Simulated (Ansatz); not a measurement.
# C2H2Cl2Si: a ladder of functionals and wavefunction methods

An exercise on one series of results from a longer session: the logs are not shown, and one member is left open.

Method: functionals in def2-TZVPP, the program's frozen cores in correlated methods; program: Ansatz 0.2.0, Gaussian basis.

Plan: LDA (SPW92), PBE-D4, revPBE-D4, BLYP-D4, r2SCAN-D4, B97M-V, PBE0-D4, B3LYP-D4, r2SCANh-D4, r2SCAN0-D4, HSE06-D4, BHLYP-D4, CAM-B3LYP-D4, LC-ωPBE, ωB97X-V, ωB97M-V, B2PLYP, PBE-QIDH; CCSD(T)/def2-SVP; CCSD(T)/def2-TZVPP; MP2/def2-QZVPP; extrapolation to the limit; RPA on PBE.

## The geometry

An earlier PBE0-D4 in a triple-zeta def2 set relaxation fixed the geometry.

SMILES `C#C[SiH](Cl)Cl`, 7 atoms, charge 0, spin multiplicity 1.

Atoms are counted from 1 here; the program's logs count them from 0.

Bond lengths: C1–C2 1.205 Å, C1–H6 1.066 Å, C2–Si3 1.807 Å, Si3–Cl4 2.037 Å, Si3–Cl5 2.037 Å, Si3–H7 1.472 Å. Angles: C2–C1–H6 179.8°, C1–C2–Si3 179.1°, C2–Si3–Cl4 109.2°, C2–Si3–Cl5 109.2°, C2–Si3–H7 111.4°, Cl4–Si3–Cl5 109.6°, Cl4–Si3–H7 108.7°, Cl5–Si3–H7 108.7°.

Set-up of the first run:

File in.yaml:

```yaml
crystal:
  periodic: [false, false, false]
  atoms:
    - {symbol: C, position_ang: [0.222119, -0.669296, 1.881571]}
    - {symbol: C, position_ang: [0.127687, -0.285151, 0.743198]}
    - {symbol: Si, position_ang: [0.012716, 0.282720, -0.968923]}
    - {symbol: Cl, position_ang: [-1.510593, -0.698353, -1.899224]}
    - {symbol: Cl, position_ang: [-0.353686, 2.286184, -0.986877]}
    - {symbol: H, position_ang: [0.302455, -1.008193, 2.889542]}
    - {symbol: H, position_ang: [1.260701, 0.023989, -1.705086]}
basis:
  gaussian: {orbitals: def2-TZVPP}
hamiltonian: {xc: lda}
output: {orbitals: {seedname: orbitals}}
```

Steps of the session up to this table: LDA; PBE-D4 (GGA); revPBE-D4 (GGA); BLYP-D4 (GGA); r2SCAN-D4 (meta-GGA); B97M-V (meta-GGA); PBE0-D4 (hybrid); B3LYP-D4 (hybrid); r2SCANh-D4 (hybrid); r2SCAN0-D4 (hybrid); HSE06-D4 (hybrid); BHLYP-D4 (hybrid); CAM-B3LYP-D4 (range-separated); LC-ωPBE-D4 (range-separated; the results give it without D4); ωB97X-V (range-separated); ωB97M-V (range-separated); B2PLYP (double hybrid); PBE-QIDH (double hybrid).

One table of the session follows, with a row left open; its other results are not shown here.

It belongs to the step «Frontier levels by functional». 

```
  functional  HOMO (eV)  gap (eV)
 LDA (SPW92)      -7.71      5.65
      PBE-D4      -7.53      5.73
   revPBE-D4      -7.46      5.77
     BLYP-D4      -7.34      5.72
   r2SCAN-D4      -7.81      6.25
      B97M-V      -7.81      6.31
     PBE0-D4      -8.79      7.92
    B3LYP-D4      -8.52      7.47
  r2SCANh-D4      -8.27      7.05
  r2SCAN0-D4      -8.98      8.25
    HSE06-D4          ?         ?
    BHLYP-D4      -9.86     10.06
CAM-B3LYP-D4     -10.14     10.41
     LC-ωPBE     -11.62     13.01
     ωB97X-V     -11.18     12.50
     ωB97M-V     -11.04     12.22
```

**Question.** Estimate the row for HSE06-D4.

**Answer.** HOMO (eV): -8.39; gap (eV): 7.14. In the column «HOMO (eV)» it lies between B3LYP-D4 (-8.52) and r2SCANh-D4 (-8.27).
